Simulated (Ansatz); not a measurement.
# YSi: the cost of one run

Program: Ansatz 0.2.0. Level of theory: DFT PBEsol, scalar-relativistic, plane waves, PAW. These are calculated values, not measurements.

1 further run of the same task is left out (set aside as unsound or not needed).

## (1) Starting point

Symmetry: Cmcm, No. 63, orthorhombic system. Conventional cell: a = 4.234 Å, b = 10.453 Å, c = 3.808 Å, α = 90.00°, β = 90.00°, γ = 90.00°. Around Y (site symmetry m2m) lie 7 Si at 2.93 to 3.10 Å. Around Si (site symmetry m2m) lie 2 Si at 2.48 Å and 7 Y at 2.93 to 3.10 Å.

Coordinates:

```
Y Si
1.0
     2.11708   -5.22663    0.00000
     2.11708    5.22663    0.00000
     0.00000    0.00000    3.80807
Y Si
2 2
Direct
  0.14033 0.85967 0.25000
  0.85967 0.14033 0.75000
  0.42377 0.57623 0.25000
  0.57623 0.42377 0.75000
```

It goes back to an entry of the Materials Project.

It is the result of an earlier relaxation at this level (volume 21.07 Å³/atom; gap on the mesh: none (metal)).

## (2) Volume × 0.97

Input file input.yaml:

```yaml
crystal:
  lattice:
    - [2.0956915461, -5.1738274419, 0.0]
    - [2.0956915461, 5.1738274419, 0.0]
    - [0.0, 0.0, 3.769603957]
  atoms:
    - { symbol: "Y", position: [0.1403257776, 0.8596742224, 0.25] }
    - { symbol: "Y", position: [0.8596742224, 0.1403257776, 0.75] }
    - { symbol: Si, position: [0.4237684923, 0.5762315077, 0.25] }
    - { symbol: Si, position: [0.5762315077, 0.4237684923, 0.75] }
basis:
  ecutwfc: 420
kpoints:
  mp_grid: { grid: [10, 10, 12] }
hamiltonian:
  xc: pbesol
scf:
  occupations: { method: gaussian, width: 0.1 }
output:
  forces: true
  stress: true
  eigenvalues: true
relax:
  adjacent_minimum: "off"
  f_tol: 0.01
  max_steps: 30
  cell: { stress_tol: 0.1, fix: [volume] }
```

Command:

```sh
$ ansatz run input.yaml --threads 1 --pin off --max-ram 2560MiB --backend cpu --events-out ev --progress --plain --runs-dir out
```

Q: Estimate wall time and peak memory on 1 thread of Intel Xeon at 2.50GHz (Skylake/Cascade Lake), shared host.

About 3.3 min, with a peak of 0.6 GiB.
